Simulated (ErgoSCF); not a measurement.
# SnH3F (SMILES [F][SnH3]): levels of theory compared

Wanted: a comparison of 3 runs (HF/STO-3G, HF/3-21G, PBE/3-21G) of SnH3F. 

Program for the calculation: ErgoSCF 3.8.

2 further runs of the same task are left out: 1 that didn't finish, 1 set aside as unsound or not needed.

### Step 1. The structure to begin with

SnH3F: 5 atoms, total charge 0, spin state singlet. As SMILES, `[F][SnH3]`. The shape is that of a PBE0-D4/def2-TZVP optimisation.

Bond lengths: F1–Sn2 1.926 Å, Sn2–H3 1.701 Å, Sn2–H4 1.701 Å, Sn2–H5 1.701 Å. Angles: F1–Sn2–H3 104.7°, F1–Sn2–H4 104.7°, F1–Sn2–H5 104.7°, H3–Sn2–H4 113.8°, H3–Sn2–H5 113.8°, H4–Sn2–H5 113.8°.

### Step 2. The energy at HF/STO-3G (run 1)

input.ego reads:

```
set_nthreads(1)
molecule_inline Angstrom
F     -1.285000     0.718300     1.005000
Sn     0.100400    -0.065900    -0.079000
H     -0.528400    -0.054800    -1.659100
H      0.318900    -1.626500     0.560600
H      1.444100     0.955200     0.131000
EOF
scf.output_mulliken_pop = 1
scf.max_number_of_iterations = 120
basis = "STO-3G"
tmpdir = "."
scf.use_diagonalization = 1
run "HF"
```

The basis set STO-3G is read from a file made from the Basis Set Exchange's data (not shown).

Launch:

```sh
ergo < input.ego
```

Standard output:

```text
[...]
INSC SCF_general constructor, number of basis functions: 35
[...]
INSC Energy   1 =      -6189.03583919308
[...]
INDE E_LUMO =          0.38625331015
[...]
INSC Energy   9 =      -6063.07206530280  ( diff     -0.000000000033651 )
[...]
RESC CONVERGED after   9 iterations.
RESC FINAL ENERGY:      -6063.07206530280
[...]
INSC SCF: dipole_moment_x [atomic units] =       0.48951100
INSC SCF: dipole_moment_y [atomic units] =      -0.27705277
INSC SCF: dipole_moment_z [atomic units] =      -0.38289262
[...]
```

It took 3 s on 1 thread of AMD EPYC 7B13 (Zen 3), shared host; peak memory 0.26 GiB.

### Step 3. The energy at HF/3-21G (run 2)

mol.xyz reads:

```xyz
5

F     -1.285000     0.718300     1.005000
Sn     0.100400    -0.065900    -0.079000
H     -0.528400    -0.054800    -1.659100
H      0.318900    -1.626500     0.560600
H      1.444100     0.955200     0.131000
```

input.ego reads:

```
set_nthreads(1)
molecule "mol.xyz"
scf.output_mulliken_pop = 1
basis = "3-21G"
tmpdir = "."
scf.max_number_of_iterations = 120
scf.use_diagonalization = 1
run "HF"
```

The basis set 3-21G is read from a file made from the Basis Set Exchange's data (not shown).

Launch:

```sh
ergo input.ego
```

Standard output:

```text
[...]
INSC SCF_general constructor, number of basis functions: 46
[...]
INSC Energy   1 =      -5007.75506550721
[...]
INDE E_LUMO =          0.10447847968
[...]
INSC Energy  16 =      -6096.91856193832  ( diff     -0.000000000010004 )
[...]
RESC CONVERGED after  16 iterations.
RESC FINAL ENERGY:      -6096.91856193832
[...]
INSC SCF: dipole_moment_x [atomic units] =       0.83895811
INSC SCF: dipole_moment_y [atomic units] =      -0.47484870
INSC SCF: dipole_moment_z [atomic units] =      -0.65630955
[...]
```

Run time: 6.6 s. Hardware: 1 thread of AMD EPYC 7B13 (Zen 3), shared host; peak memory 0.26 GiB.

### Step 4. A single-point energy at PBE/3-21G (run 3)

job.ego reads:

```
# FH3Sn, PBE
set_nthreads(1)
molecule_inline
F     -2.42829807     1.35739028     1.89917476
Sn     0.18972850    -0.12453295    -0.14928836
H     -0.99853128    -0.10355699    -3.13524461
H      0.60263366    -3.07363954     1.05938047
H      2.72895350     1.80506639     0.24755412
EOF
XC.sparse_mode = 0
scf.output_mulliken_pop = 1
tmpdir = "."
XC.radint = 1e-11
XC.angint = 41
scf.use_diagonalization = 1
scf.max_number_of_iterations = 120
basis = "3-21G"
run "PBE"
```

The basis set 3-21G is read from a file made from the Basis Set Exchange's data (not shown).

Launch:

```sh
ergo job.ego
```

Standard output:

```text
[...]
INDF Weighted mixed functional:
[...]
INSC Energy   1 =      -5021.16242031776
[...]
INDE E_LUMO =         -0.03114887636
[...]
INSC Energy  28 =      -6099.24225540734  ( diff      0.000000000006366 )
[...]
RESC CONVERGED after  28 iterations.
RESC FINAL ENERGY:      -6099.24225540734
[...]
INSC SCF: dipole_moment_x [atomic units] =       0.58373783
INSC SCF: dipole_moment_y [atomic units] =      -0.33039282
INSC SCF: dipole_moment_z [atomic units] =      -0.45665393
[...]
```

It took 11 s on 1 thread of AMD EPYC 7B13 (Zen 3), shared host; peak memory 0.26 GiB.

### Step 5. The series

| run | level | integration grid | radint | energy (Eh) | dipole moment (D) | wall time |
| --- | --- | --- | --- | --- | --- | --- |
| 1 | HF/STO-3G | – | – | -6063.072065 | 1.73 | 3 s |
| 2 | HF/3-21G | – | – | -6096.918562 | 2.96 | 6.6 s |
| 3 | PBE/3-21G | Turbo | 1e-11 | -6099.242255 | 2.06 | 11 s |

### Step 6. Summary of results

```
            quantity           value
 run 3: total energy  -6099.24226 Eh
run 3: dipole moment          2.06 D
```

In words: The dipole moment (its size) runs from 1.73 D (HF/STO-3G) to 2.96 D (HF/3-21G). In run 1 the basis is minimal, so the values are rough. In runs 1, 2, 3 relativity is left out where basis or elements ask for it. All runs together took 20 s, the longest 11 s.
